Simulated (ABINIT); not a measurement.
A run of ABINIT 10.8.3 (patched build):

File run.abi:

```
# Datasets: ground state, then fixed potential
ndtset 2

# Pseudopotentials
pp_dirpath "./"
pseudos "Ta.LDA_PW-JTH.xml, N.LDA_PW-JTH.xml"

# Structure
acell 3.0322239879 3.0322239879 7.524137 Angstrom
rprim
     1.0000000000     0.0000000000     0.0000000000
    -0.5000000000     0.8660254038     0.0000000000
     0.0000000000     0.0000000000     1.0000000000
ntypat 2
znucl 73 7
natom 4
typat 1 1 1 2
xred
     0.6666666667     0.3333333333     0.8260700000
     0.3333333333     0.6666666667     0.1739300000
     0.0000000000     0.0000000000     0.5000000000
     0.0000000000     0.0000000000     0.0000000000

# Plane-wave basis
ecut 31.0
pawecutdg 53.0

# Exchange and correlation
ixc -208012
usekden 1
pawxcdev 0

# Bands and occupations
occopt 3
tsmear 0.05 eV

# SCF cycle
nstep 100
diemix 0.3
optforces 0
optstress 0

# Output
iomode 3
prtwf 0
prteig 0
prtebands 0
enunit 1
prtden1 1
prtkden1 1

# Dataset 1
kptopt1 1
ngkpt1 6 6 2
nshiftk1 1
shiftk1 0.0 0.0 0.0
nband1 27
tolvrs1 1.0e-7

# Dataset 2: bands along G-M-K-G-A-L-H-A
iscf2 -2
getden2 1
getkden2 1
nband2 33
nbdbuf2 4
tolwfr2 1.0e-11
kptopt2 -7
ndivsm2 5
prteig2 1
kptbounds2
     0.0000000000     0.0000000000     0.0000000000
     0.5000000000     0.0000000000     0.0000000000
     0.3333333333     0.3333333333     0.0000000000
     0.0000000000     0.0000000000     0.0000000000
     0.0000000000     0.0000000000     0.5000000000
     0.5000000000     0.0000000000     0.5000000000
     0.3333333333     0.3333333333     0.5000000000
     0.0000000000     0.0000000000     0.5000000000
```

Potentials or basis: JTH PAW LDA v2.0.

The run is started by

```console
$ abinit run.abi > log 2>&1
```

Hardware: 1 thread of Arm Neoverse V2, with other jobs on the host.

Q: Estimate the wall time of this run.

A: Wall time 17 min on 1 thread of Arm Neoverse V2 (shared host), peak memory 0.31 GiB. Counts: scf iterations 31, mpi ranks 1, k points 14, bands 27, plane waves 3363.
